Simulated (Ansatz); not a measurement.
# SnC15O32: the cost of one run

Method: DFT, PBE, plane-wave PAW, default files, scalar-relativistic, in Ansatz 0.2.0.

1 further run of the same task is left out (it didn't finish).

## Step 1: The structure to begin with

It takes space group R-3 (No. 148, trigonal). Conventional cell: a = 15.548 Å, b = 15.548 Å, c = 9.521 Å, α = 90.00°, β = 90.00°, γ = 120.00°. Around Sn (site symmetry -3) lie 2 O at 1.17 Å. C (site symmetry -1) has 2 O at 1.17 Å as nearest neighbours. Around C (site symmetry 1) lie 2 O at 1.17 Å. O (site symmetry 3) has 1 Sn at 1.17 Å as nearest neighbours. O (site symmetry 1) has 1 C at 1.17 Å as nearest neighbours. Only part of the 10 independent sites is listed.

As a file:

```
Sn C O
1.0
    -5.49707    5.49707    5.49707
     5.49707   -5.49707    5.49707
     5.49707    5.49707   -5.49707
Sn C O
1 15 32
Direct
  0.00000 0.00000 0.00000
  0.50000 0.50000 0.00000
  0.50000 0.00000 0.50000
  0.00000 0.50000 0.50000
  0.25000 0.50000 0.25000
  0.75000 0.00000 0.25000
  0.75000 0.50000 0.75000
  0.25000 0.00000 0.75000
  0.25000 0.25000 0.50000
  0.75000 0.75000 0.50000
  0.75000 0.25000 0.00000
  0.25000 0.75000 0.00000
  0.50000 0.25000 0.25000
  0.00000 0.75000 0.25000
  0.00000 0.25000 0.75000
  0.50000 0.75000 0.75000
  0.12254 0.12254 0.12254
  0.62254 0.62254 0.12254
  0.62254 0.12254 0.62254
  0.12254 0.62254 0.62254
  0.75000 0.50000 0.62746
  0.25000 0.00000 0.62746
  0.25000 0.50000 0.12746
  0.75000 0.00000 0.12746
  0.62746 0.75000 0.50000
  0.12746 0.25000 0.50000
  0.12746 0.75000 0.00000
  0.62746 0.25000 0.00000
  0.50000 0.62746 0.75000
  0.00000 0.12746 0.75000
  0.00000 0.62746 0.25000
  0.50000 0.12746 0.25000
  0.87746 0.87746 0.87746
  0.37746 0.37746 0.87746
  0.37746 0.87746 0.37746
  0.87746 0.37746 0.37746
  0.25000 0.50000 0.37254
  0.75000 0.00000 0.37254
  0.75000 0.50000 0.87254
  0.25000 0.00000 0.87254
  0.37254 0.25000 0.50000
  0.87254 0.75000 0.50000
  0.87254 0.25000 0.00000
  0.37254 0.75000 0.00000
  0.50000 0.37254 0.25000
  0.00000 0.87254 0.25000
  0.00000 0.37254 0.75000
  0.50000 0.87254 0.75000
```

Atom 1 of the input is the impurity.

## Step 2: Single point at the given positions

The input, input.yaml:

```yaml
crystal:
  lattice:
    - [-5.49707328, 5.49707328, 5.49707328]
    - [5.49707328, -5.49707328, 5.49707328]
    - [5.49707328, 5.49707328, -5.49707328]
  atoms:
    - { symbol: Sn, position: [0.0, 0.0, 0.0] }
    - { symbol: C, position: [0.5, 0.5, 0.0] }
    - { symbol: C, position: [0.5, 0.0, 0.5] }
    - { symbol: C, position: [0.0, 0.5, 0.5] }
    - { symbol: C, position: [0.25, 0.5, 0.25] }
    - { symbol: C, position: [0.75, 0.0, 0.25] }
    - { symbol: C, position: [0.75, 0.5, 0.75] }
    - { symbol: C, position: [0.25, 0.0, 0.75] }
    - { symbol: C, position: [0.25, 0.25, 0.5] }
    - { symbol: C, position: [0.75, 0.75, 0.5] }
    - { symbol: C, position: [0.75, 0.25, 0.0] }
    - { symbol: C, position: [0.25, 0.75, 0.0] }
    - { symbol: C, position: [0.5, 0.25, 0.25] }
    - { symbol: C, position: [0.0, 0.75, 0.25] }
    - { symbol: C, position: [0.0, 0.25, 0.75] }
    - { symbol: C, position: [0.5, 0.75, 0.75] }
    - { symbol: O, position: [0.12253698, 0.12253698, 0.12253698] }
    - { symbol: O, position: [0.62253698, 0.62253698, 0.12253698] }
    - { symbol: O, position: [0.62253698, 0.12253698, 0.62253698] }
    - { symbol: O, position: [0.12253698, 0.62253698, 0.62253698] }
    - { symbol: O, position: [0.75, 0.5, 0.62746302] }
    - { symbol: O, position: [0.25, 0.0, 0.62746302] }
    - { symbol: O, position: [0.25, 0.5, 0.12746302] }
    - { symbol: O, position: [0.75, 0.0, 0.12746302] }
    - { symbol: O, position: [0.62746302, 0.75, 0.5] }
    - { symbol: O, position: [0.12746302, 0.25, 0.5] }
    - { symbol: O, position: [0.12746302, 0.75, 0.0] }
    - { symbol: O, position: [0.62746302, 0.25, 0.0] }
    - { symbol: O, position: [0.5, 0.62746302, 0.75] }
    - { symbol: O, position: [0.0, 0.12746302, 0.75] }
    - { symbol: O, position: [0.0, 0.62746302, 0.25] }
    - { symbol: O, position: [0.5, 0.12746302, 0.25] }
    - { symbol: O, position: [0.87746302, 0.87746302, 0.87746302] }
    - { symbol: O, position: [0.37746302, 0.37746302, 0.87746302] }
    - { symbol: O, position: [0.37746302, 0.87746302, 0.37746302] }
    - { symbol: O, position: [0.87746302, 0.37746302, 0.37746302] }
    - { symbol: O, position: [0.25, 0.5, 0.37253698] }
    - { symbol: O, position: [0.75, 0.0, 0.37253698] }
    - { symbol: O, position: [0.75, 0.5, 0.87253698] }
    - { symbol: O, position: [0.25, 0.0, 0.87253698] }
    - { symbol: O, position: [0.37253698, 0.25, 0.5] }
    - { symbol: O, position: [0.87253698, 0.75, 0.5] }
    - { symbol: O, position: [0.87253698, 0.25, 0.0] }
    - { symbol: O, position: [0.37253698, 0.75, 0.0] }
    - { symbol: O, position: [0.5, 0.37253698, 0.25] }
    - { symbol: O, position: [0.0, 0.87253698, 0.25] }
    - { symbol: O, position: [0.0, 0.37253698, 0.75] }
    - { symbol: O, position: [0.5, 0.87253698, 0.75] }
kpoints:
  mp_grid: { grid: [3, 3, 3] }
scf:
  occupations: { method: fermi_dirac, width: 0.01 }
hamiltonian:
  xc: pbe
  pseudopotentials: { kind: paw }
output:
  forces: true
  stress: true
  populations: true
  efg:
    quadrupole_moments_barn: { Sn: -0.132, O: -0.02558 }
    contact_densities: true
  write_density: true
  write_potential: true
  elf: true
  volumetric_format: npy
```

Command:

```console
> ansatz run input.yaml --threads 1 --pin off --max-ram 3072MiB --backend cpu --events-out ev --progress --plain --runs-dir out
```

**Question.** How long does this run take on 1 thread of Arm Neoverse V2, shared host, and how much memory does it need?

About 2 min, with a peak of 1.4 GiB.
